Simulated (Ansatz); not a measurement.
# C2H3FSe, SMILES C=C(F)[SeH]: a rigid scan of one bond angle

Program: the Python package of Ansatz (0.2.0).

Typed at the interpreter:
```pycon
>>> import ansatz as az
>>> from ase import Atoms
>>> atoms = Atoms(["C", "C", "F", "Se", "H", "H", "H"], positions=[
...     [0.2516, -0.1101, 1.0361],
...     [-0.319, 0.3895, -0.1153],
...     [-1.5949, 0.9328, -0.1402],
...     [0.7635, 0.307, -1.7527],
...     [-0.3653, -0.0166, 1.9281],
...     [1.198, -0.4819, 1.0424],
...     [0.1272, -1.0887, -2.0441],
... ])
>>> # start the scan from a relaxed geometry
>>> first = (
...     az.Crystal.molecule_from_ase(atoms).calculation()
...     .basis(gaussian="def2-SVP")
...     .functional("pbe0")
...     .relax(force_tolerance=0.02, max_steps=80)
... )
>>> atoms.positions = first.run(threads=1).report["positions_ang"]

>>> rows = []
>>> for angle in [90, 100, 110, 120, 135, 150, 165, 179]:
...     bent = atoms.copy()
...     bent.set_angle(1, 3, 6, angle, indices=[6])
...     setup = az.Crystal.molecule_from_ase(bent).calculation().basis(gaussian="def2-SVP").correlation("MP2")
...     rows.append((angle, setup.run(threads=1).report["free_energy_ev"]))
...
>>> floor = min(e for _, e in rows)
>>> for angle, e in rows:
...     print(f"angle C1-Se3-H6 = {angle:3d} deg   {1000 * (e - floor):9.1f} meV")
...
angle C1-Se3-H6 =  90 deg         0.0 meV
angle C1-Se3-H6 = 100 deg        23.5 meV
angle C1-Se3-H6 = 110 deg       190.7 meV
angle C1-Se3-H6 = 120 deg       487.0 meV
angle C1-Se3-H6 = 135 deg      1143.9 meV
angle C1-Se3-H6 = 150 deg      1997.8 meV
angle C1-Se3-H6 = 165 deg      2903.2 meV
angle C1-Se3-H6 = 179 deg      3419.7 meV
```

Reading the output:
- The settings weren't tested for convergence.
- The scan is rigid, and the energies are electronic, in a modest basis. The zero is the lowest point of the grid, which needn't be the minimum.
- The start is relaxed with a density functional and scanned with the wavefunction method, so it isn't exactly that method's minimum.
- The whole script took 51 s on 1 thread of Arm Neoverse V2 (shared host), peak memory 0.26 GiB.

(Lines on the test bed's own set-up are left out of the output.)
